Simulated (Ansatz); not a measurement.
# LaC: the cost of one run

Program: Ansatz 0.2.0. Level of theory: DFT PBE, scalar-relativistic, plane waves, PAW. These are calculated values, not measurements.

### 1 The structure to begin with

Symmetry: F-43m, No. 216, cubic system. Conventional cell: a = 5.714 Å, b = 5.714 Å, c = 5.714 Å, α = 90.00°, β = 90.00°, γ = 90.00°. La (site symmetry -43m) is surrounded by 4 C at 2.47 Å. Around C (site symmetry -43m) lie 4 La at 2.47 Å.

As a file:

```
CELL_PARAMETERS angstrom
0.00000 2.85682 2.85682
2.85682 0.00000 2.85682
2.85682 2.85682 0.00000
ATOMIC_POSITIONS crystal
La 0.00000 0.00000 0.00000
C 0.25000 0.25000 0.25000
```

### 2 The first run

input.yaml reads:

```yaml
crystal:
  lattice:
    - [0.0, 2.856821508, 2.856821508]
    - [2.856821508, 0.0, 2.856821508]
    - [2.856821508, 2.856821508, 0.0]
  atoms:
    - { symbol: La, position: [0.0, 0.0, 0.0] }
    - { symbol: C, position: [0.25, 0.25, 0.25] }
basis:
  ecutwfc: 420
  ecutrho_ratio: 4
kpoints:
  mp_grid: { grid: [10, 10, 10] }
hamiltonian:
  xc: pbe
scf:
  occupations: { method: gaussian, width: 0.05 }
output:
  forces: true
  stress: true
  eigenvalues: true
```

Started as:

```bash
ansatz run input.yaml --threads 2 --pin off --max-ram 2662MiB --backend cpu --events-out ev --progress --plain --runs-dir out
```

What time and memory should one allow on 2 threads of Arm Neoverse V2, shared host?

About 1.4 s, with a peak of 0.33 GiB.
